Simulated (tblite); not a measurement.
# C34F6: the cost of one run

Computed with tblite 0.8.0 and PySCF 2.14.0 and routines of our own; the level stands in each step. Atoms count from 0.

### 1 The system as given

40 atoms, charge 0, multiplicity 1; geometry from: force field, distance geometry or constructed start.

### 2 Optimising the geometry with GFN2-xTB

What the job is given:

```
{"job": {"kind": "relax", "xc": "GFN2-xTB", "basis": "xTB"}, "charge": 0, "multiplicity": 1}
C      0.365100     0.009500     2.233800
C     -0.196000     1.330000     2.228500
C      0.724200     2.187900     1.540800
C      1.744000     1.372200     0.962400
C      1.572600     0.037800     1.475000
C      1.528900    -1.066800     0.557900
C      0.254100    -1.855300     0.766300
C     -0.595500    -0.961800     1.699600
C     -1.574800    -0.031200     0.968600
C     -1.409200     1.298900     1.473500
C     -1.367200     2.403700     0.558700
C     -0.077600     3.017800     0.675000
C      0.390100     3.306400    -0.643400
C      1.604300     2.686900    -1.121100
C      2.128500     1.569500    -0.399100
C      2.169400     0.449600    -1.287600
C      1.788600    -0.850100    -0.831800
C      0.814800    -1.612400    -1.567100
C     -0.227300    -1.965300    -0.645800
C     -1.432600    -1.348000    -1.115300
C     -1.966200    -0.222000    -0.397300
C     -2.005600     0.891100    -1.293700
C     -1.618000     2.195300    -0.825800
C     -0.653500     2.943300    -1.567500
C     -0.031600     2.383500    -2.725600
C      1.368400     2.277600    -2.467500
C      1.734100     0.899600    -2.582800
C      0.197800    -1.041700    -2.725200
C     -1.207500    -0.939500    -2.471700
C     -1.565900     0.441700    -2.578400
C     -0.473700     1.116200    -3.228000
C      0.641600     0.224300    -3.226800
C      0.516000    -3.279000     1.235400
F     -0.634000    -4.029600     1.108100
F      1.521700    -3.836400     0.466500
F      0.906300    -3.261200     2.560000
C     -1.118200    -1.547500     2.998500
F     -1.460100    -2.869400     2.808100
F     -0.132200    -1.466400     3.968300
F     -2.234000    -0.835000     3.415400
```

Run with:

```console
OMP_NUM_THREADS=4 python large_run.py task.json out
```

One launch serves the whole session: the jobs run in the order shown.

**Question.** How long does this first job take on 4 threads of Intel Xeon at 2.50GHz, shared host, and how much memory does it need?

About 92 s, with a peak of 0.16 GiB.
